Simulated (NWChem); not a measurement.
**U-r2SCAN/def2-TZVPP run of CaH (SMILES [CaH])**

Aim: the energy change on altering one bond length of CaH at U-r2SCAN/def2-TZVPP, from 2 runs. 

The results are computed with NWChem 7.3.0.

9 further runs of the same task are left out: 9 set aside as unsound or not needed. Runs told in other sessions of the task aren't counted.

### 1 Starting point

The species is CaH (2 atoms), meant as a doublet with charge 0. SMILES: `[CaH]`. The coordinates come from a PBE0-D4/def2-TZVP relaxation.

Bond lengths: Ca1–H2 1.990 Å.

### 2 Energy and forces at U-r2SCAN/def2-TZVPP

Contents of cah.xyz:

```xyz
2

Ca     0.000000     0.000000     0.020040
H      0.000000     0.000000     2.009840
```

Contents of cah.nw:

```
START cah
memory 2200 mb
charge 0
GEOMETRY units angstrom noautosym nocenter noautoz
  load cah.xyz
END
BASIS spherical bse
  * library def2-TZVPP
END
DFT
  xc r2scan
  mult 2
  grid xfine
  convergence energy 1e-08
  maxiter 100
  mulliken
END
TASK dft gradient
```

Started as:

```bash
$ nwchem cah.nw > cah.out
```

Output:

```text
[...]
          Wavefunction type:  spin polarized.
          No. of atoms     :     2
          No. of electrons :    21
[...]
          Charge           :     0
          Spin multiplicity:     2
[...]
          AO basis - number of functions:    50
[...]
              XC Information
              --------------
                      r^2SCAN Method XC Functional
               r^2SCAN metaGGA Exchange Functional  1.000
                     r^2SCAN Correlation Potential  1.000
[...]
 d= 0,ls=0.0,diis     1   -678.0636183162 -6.83D+02  1.21D-02  3.36D-02     0.8
[...]
 d= 0,ls=0.0,diis     9   -678.0856500931 -6.84D-09  1.70D-06  5.93D-10     6.0
[...]
         Total DFT energy =     -678.085650093102
      One electron energy =     -938.459781654185
           Coulomb energy =      291.456662416078
    Exchange-Corr. energy =      -36.401429729250
 Nuclear repulsion energy =        5.318898874256
[...]
      Total Density - Mulliken Population Analysis
     ---------------------------------------------
    Atom       Charge   Shell Charges
 -----------   ------   -------------------------------------------------------
    1 Ca  20    19.64   2.00  2.00  1.17  0.80  0.66  0.39  5.98  4.72  1.28  0.26  0.10  0.05  0.13  0.09
    2 H    1     1.36   0.22  0.60  0.53  0.00  0.01  0.00
[...]
      <S2> =      0.7519 (Exact =     0.7500)
[...]
  wavefunction    = open shell
                         DFT ENERGY GRADIENTS
    atom               coordinates                        gradient
                 x          y          z           x          y          z
   1 Ca      0.000000   0.000000   0.037870    0.000000   0.000000  -0.000280
   2 H       0.000000   0.000000   3.798047   -0.000000  -0.000000   0.000280
[...]
```

Wall time 7.8 s (1 thread of Intel Xeon 6975P-C (Granite Rapids), shared host); peak memory 0.12 GiB.

### 3 The distorted shape: the energy at U-r2SCAN/def2-TZVPP

Contents of sp.nw:

```
start sp
memory total 2200 mb

geometry units atomic noautosym nocenter noautoz
   Ca   0.00000000   0.00000000  -1.84221841
   H    0.00000000   0.00000000   3.79804715
end

basis spherical bse
   * library def2-TZVPP
end

dft
   xc r2scan
   mult 2
   grid xfine
   convergence energy 1e-08
   iterations 100
   mulliken
end

task dft
```

Started as:

```bash
$ nwchem sp.nw > sp.out
```

Output:

```text
[...]
          Wavefunction type:  spin polarized.
          No. of atoms     :     2
          No. of electrons :    21
[...]
          Charge           :     0
          Spin multiplicity:     2
[...]
          AO basis - number of functions:    50
[...]
              XC Information
              --------------
                      r^2SCAN Method XC Functional
               r^2SCAN metaGGA Exchange Functional  1.000
                     r^2SCAN Correlation Potential  1.000
[...]
 d= 0,ls=0.0,diis     1   -678.0222874273 -6.82D+02  1.16D-02  2.98D-02     0.7
[...]
 d= 0,ls=0.0,diis    13   -678.0426210738 -4.13D-09  9.99D-07  4.82D-11     7.7
[...]
         Total DFT energy =     -678.042621073761
      One electron energy =     -933.937253431502
           Coulomb energy =      288.650192542928
    Exchange-Corr. energy =      -36.301492515367
 Nuclear repulsion energy =        3.545932330179
[...]
      Total Density - Mulliken Population Analysis
     ---------------------------------------------
    Atom       Charge   Shell Charges
 -----------   ------   -------------------------------------------------------
    1 Ca  20    19.72   2.00  2.00  1.18  0.79  0.92  0.47  5.98  4.74  1.25  0.19  0.09  0.01  0.03  0.06
    2 H    1     1.28   0.19  0.48  0.62 -0.00  0.00  0.00
[...]
      <S2> =      0.8027 (Exact =     0.7500)
[...]
```

Run time: 8.4 s. Hardware: 1 thread of Intel Xeon 6975P-C (Granite Rapids), shared host; peak memory 0.12 GiB.

### 4 Results

At U-r2SCAN/def2-TZVPP:

| quantity | value |
| --- | --- |
| first shape: total energy | -678.08565 Eh |
| first shape: dipole moment | 2.57 D |
| first shape: HOMO energy (highest over α and β) | -3.54 eV |
| first shape: LUMO energy (lowest over α and β) | -2.06 eV |
| first shape: ⟨S²⟩ | 0.752 |
| first shape: largest force on an atom | 0.014 eV/Å |
| distorted shape: total energy | -678.04262 Eh |
| distorted shape: dipole moment | 4.61 D |
| distorted shape: HOMO energy (highest over α and β) | -4.22 eV |
| distorted shape: LUMO energy (lowest over α and β) | -2.70 eV |
| distorted shape: ⟨S²⟩ | 0.803 |
| energy change with the Ca1–H2 bond stretched from 1.990 to 2.985 Å | 1.171 eV |

What this shows: With the Ca1–H2 bond stretched from 1.990 to 2.985 Å the energy rises by 1.17 eV (27 kcal/mol).
